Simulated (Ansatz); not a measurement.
**GaH₃+ (doublet): the correlation ladder, cc-pVTZ**

An exercise on one series of results from a longer session: the logs are not shown, and one member is left open.

Program: Ansatz 0.2.0, Gaussian basis. Level of theory: cc-pVTZ, core rule «outside noble gas», up to 14 orbitals frozen. These are calculated values, not measurements.

Plan: UHF; CCSD(T) on ROHF; CCSD(T) on UHF; BCCD(T) on ROHF; CCSDT(Q) on ROHF; CCSDT(Q) on UHF; CASSCF and MRCISD+Q, 5 electrons in 7 orbitals; CASSCF and NEVPT2, 5 electrons in 7 orbitals.

16 further runs of the same task are left out: 6 for a known fault of the program, 4 that didn't finish, 6 set aside as unsound or not needed.

## The geometry

The geometry is a PBE0/def2-TZVP stationary point (not a proven minimum). No spin-orbit coupling is included. The filled d shell of Ga may be among the frozen orbitals whatever the setting's name suggests; the logs give the count.

4 atoms, charge 1, spin multiplicity 2.

Atoms are counted from 1 here; the program's logs count them from 0.

Bond lengths: Ga1–H3 1.532 Å, Ga1–H4 1.532 Å. Angles: H3–Ga1–H4 170.9°.

The first run:

in.yaml reads:

```yaml
crystal:
  periodic: [false, false, false]
  atoms:
    - {symbol: Ga, position_ang: [0.000000, 0.025333, 0.000000]}
    - {symbol: H, position_ang: [0.000000, -2.047258, 0.000000]}
    - {symbol: H, position_ang: [0.000000, 0.147438, -1.527170]}
    - {symbol: H, position_ang: [0.000000, 0.147438, 1.527170]}
basis:
  gaussian: {orbitals: cc-pVTZ}
total_charge: 1
magnetization: {spin_polarized: true, initial_magnetization: 1}
hamiltonian: {xc: hf}
output: {orbitals: {seedname: orbitals}}
```

Command:

```sh
$ ansatz run in.yaml --threads 1 --pin off --events-out ev --progress --plain --max-ram 2393MiB
```

Steps of the session up to this table: UHF; CCSD(T) on ROHF; CCSD(T) on UHF; BCCD(T) on ROHF; CCSDT(Q) on ROHF; CCSDT(Q) on UHF; CASSCF and MRCISD+Q, 5 electrons in 7 orbitals; CASSCF and NEVPT2, 5 electrons in 7 orbitals.

One table of the session follows, with a row left open; its other results are not shown here.

It belongs to the step «Misses and costs». 

```
          method  from UCCSDT(Q) (kcal/mol)
            ROHF                     +50.67
             UHF                     +50.27
            RMP2                          ?
            UMP2                     +11.59
           RCCSD                      +0.91
           UCCSD                      +0.89
        RCCSD(T)                      +0.25
        UCCSD(T)                      +0.24
         BCCD(T)                      +0.24
          RCCSDT                      +0.03
          UCCSDT                      +0.02
       RCCSDT(Q)                      +0.02
       UCCSDT(Q)                          0
  CASSCF valence                     +25.89
  NEVPT2 valence                      +5.80
  MRCISD valence                      +0.27
MRCISD+Q valence                      -0.30
```

Q: Estimate the row for RMP2 from the others.

**Answer.** from UCCSDT(Q) (kcal/mol): +11.72. In the column «from UCCSDT(Q) (kcal/mol)» it lies between UMP2 (+11.59) and CASSCF valence (+25.89).

Limits of these values: Restricted and unrestricted rows rest on different reference determinants; where their highest levels disagree by more than a few hundredths of an eV, they describe different states and don't form one ladder.
